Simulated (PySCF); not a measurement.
# A diatomic session: GaBr

Aim: find the lowest electronic state of GaBr, scan its bond at several levels of theory, and get bond length, wavenumber and dissociation energy from each curve.

Program: PySCF 2.14.0. Level of theory: Ga def2-TZVPPD, Br def2-TZVPPD, no relativity. These are calculated values, not measurements.

**1. Set-up**

Settings of the job:

```
atoms                         : Ga, Br
charge                        : 0
basis                         : Ga def2-TZVPPD, Br def2-TZVPPD
Hamiltonian                   : no relativity
basis functions               : 111
electrons treated             : 66
masses in u                   : 68.9256, 78.9183
levels                        : PBE0, PBE, r²SCAN, B3LYP, M06-L, M06-2X, r²SCANh, PW91, LC-ωPBE, HF, MP2, SCS-MP2, CCSD, CCSD(T)
grid                          : 80 radial by 434 angular points
occupations                   : held fixed by the projection of orbital angular momentum
dissociation limit            : Ga + Br, each in its ground configuration
starting distance in angstrom : 2.320
values of 2S to try           : 0, 2
```

Started as:

```bash
$ OMP_NUM_THREADS=2 python dia.py task.json out
```

Further steps of the session: PBE0 along the bond; Higher solutions at PBE0; PBE; r²SCAN (meta-GGA); B3LYP; M06-L (meta-GGA); M06-2X (hybrid meta-GGA); r²SCANh (hybrid meta-GGA); PW91 (GGA); LC-ωPBE (range-separated hybrid); RHF (mean field); MP2 and coupled cluster.

Q: Predict the outcome of this session. Wanted: for each run, Re; ωe; De; μ.

As calculated:

Lowest PBE0 solution found, without spin–orbit coupling: ¹Σ⁺ (singlet), closed shell. State 2 has its PBE0 minimum 3.28 eV higher. The other levels ran on the lowest alone.

| level | Re (Å) | ωe (cm⁻¹) | De (eV) | μ (D) |
| --- | --- | --- | --- | --- |
| RHF | 2.399 | 257.4 | 3.25 | -2.78 |
| RHF-MP2 | 2.357 | 275.1 | 4.51 | n/a |
| RHF-SCS-MP2 | 2.369 | 270.4 | 4.36 | n/a |
| RHF-CCSD | 2.367 | 271.8 | 4.21 | n/a |
| RHF-CCSD(T) | 2.367 | 272.1 | 4.33 | n/a |
| PBE | 2.394 | 255.8 | 4.50 | -2.49 |
| PW91 | 2.391 | 256.5 | 4.54 | -2.50 |
| r²SCAN | 2.365 | 268.2 | 4.49 | -2.27 |
| M06-L | 2.385 | 257.0 | 4.40 | -2.42 |
| r²SCANh | 2.362 | 269.6 | 4.44 | -2.31 |
| B3LYP | 2.401 | 253.3 | 4.30 | -2.75 |
| PBE0 | 2.375 | 264.3 | 4.40 | -2.51 |
| M06-2X | 2.395 | 262.0 | 4.30 | -2.59 |
| LC-ωPBE | 2.346 | 275.4 | 4.21 | -2.39 |

De is counted to Ga + Br in their ground configurations. A positive dipole means Ga(−)Br(+).

Differences from CCSD(T) in the same basis:

| level | Re (mÅ) | ωe (%) |
| --- | --- | --- |
| RHF | +32 | -5.4 |
| RHF-MP2 | -11 | +1.1 |
| RHF-SCS-MP2 | +2 | -0.6 |
| RHF-CCSD | 0 | -0.1 |
| PBE | +27 | -6.0 |
| PW91 | +24 | -5.8 |
| r²SCAN | -2 | -1.4 |
| M06-L | +18 | -5.5 |
| r²SCANh | -5 | -0.9 |
| B3LYP | +34 | -6.9 |
| PBE0 | +8 | -2.9 |
| M06-2X | +28 | -3.7 |
| LC-ωPBE | -21 | +1.2 |

In words: Judged by CCSD(T) in the same basis: best bond length RHF-CCSD (0 mÅ), worst B3LYP (+34 mÅ); best wavenumber RHF-CCSD (-0.1 %), worst B3LYP (-6.9 %). Of the levels with a De here, RHF gives the least (3.25 eV) and PW91 the most (4.54 eV).

Correlated steps freeze 18 core orbitals.
